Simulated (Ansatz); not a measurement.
## CH₅AlBBr, SMILES C[BH][AlH][Br]: a rigid scan of one bond length, step by step

Computed with the Ansatz DFT code, driven from Python.

Notebook, run cell by cell (the value of a cell's last expression is shown):

**Cell 1**
```python
import warnings

import ansatz as az
import numpy as np

GEOMETRY = '''
C     0.19890    0.61210   -1.22200
B     0.75100   -0.24590   -0.07650
Al   -0.44480   -0.76530    1.53310
Br   -2.58590   -0.00630    1.66860
H    -0.17270    1.62470   -0.83300
H     0.92200    0.84630   -2.01310
H    -0.69360    0.14380   -1.68490
H     1.91220   -0.59990   -0.14330
H     0.20150   -1.65590    2.75410
'''

warnings.simplefilter('ignore', az.DeckWarning)

ch5albbr = az.Crystal.molecule()
for line in GEOMETRY.strip().splitlines():
    symbol, *xyz = line.split()
    ch5albbr = ch5albbr.atom(symbol, [float(v) for v in xyz])
```

**Cell 2**
```python
symbols = [site.symbol for site in ch5albbr.cartesian_sites]
start = np.array([site.position_ang for site in ch5albbr.cartesian_sites])
axis = (start[3] - start[2]) / np.linalg.norm(start[3] - start[2])
moving = [3]
lengths, energies = [2.003, 2.094, 2.185, 2.276, 2.367, 2.458, 2.549, 2.685], []
for length in lengths:
    xyz = start.copy()
    xyz[moving] += (length - np.linalg.norm(start[3] - start[2])) * axis
    point = az.Crystal.molecule()
    for symbol, place in zip(symbols, xyz):
        point = point.atom(symbol, place.tolist())
    calc = point.calculation()
    calc = calc.basis(gaussian='def2-SVP')
    calc = calc.functional('r2SCAN')
    report = calc.run(threads=1).report
    energies.append(report['free_energy_ev'])
    print(f'r = {length:6.3f} A  E = {energies[-1]:.5f} eV  <S^2> = {abs(report["mean_field"]["state"]["spin_squared"]):.3f}')
```
Output:
```text
r =  2.003 A  E = -78423.90912 eV  <S^2> = 0.000
r =  2.094 A  E = -78424.34522 eV  <S^2> = 0.000
r =  2.185 A  E = -78424.56069 eV  <S^2> = 0.000
r =  2.276 A  E = -78424.62084 eV  <S^2> = 0.000
r =  2.367 A  E = -78424.57281 eV  <S^2> = 0.000
r =  2.458 A  E = -78424.45057 eV  <S^2> = 0.000
r =  2.549 A  E = -78424.27877 eV  <S^2> = 0.000
r =  2.685 A  E = -78423.96711 eV  <S^2> = 0.000
```

**Cell 3**
```python
fit = np.polynomial.Polynomial.fit(lengths, np.array(energies) - min(energies), 4).convert()
roots = [r.real for r in fit.deriv().roots() if abs(r.imag) < 1e-9 and fit.deriv(2)(r.real) > 0]
r_e = min(roots, key=lambda r: abs(r - lengths[int(np.argmin(energies))]))
print(f'minimum of the fit at {r_e:.4f} A, force constant {fit.deriv(2)(r_e):.2f} eV/A^2')
```
Output:
```text
minimum of the fit at 2.2745 A, force constant 13.22 eV/A^2
```

Caveats:
- Total energies depend on the basis set; only differences at equal settings carry meaning.
- The rest of the molecule is held rigid at a force-field or estimated start geometry, and the basis set is modest; single-reference methods fail as a bond breaks.
- The orbitals are restricted, so S² is zero by construction.
- Timing: 56 s on 1 thread of Arm Neoverse V1 (shared host), peak memory 0.23 GiB.
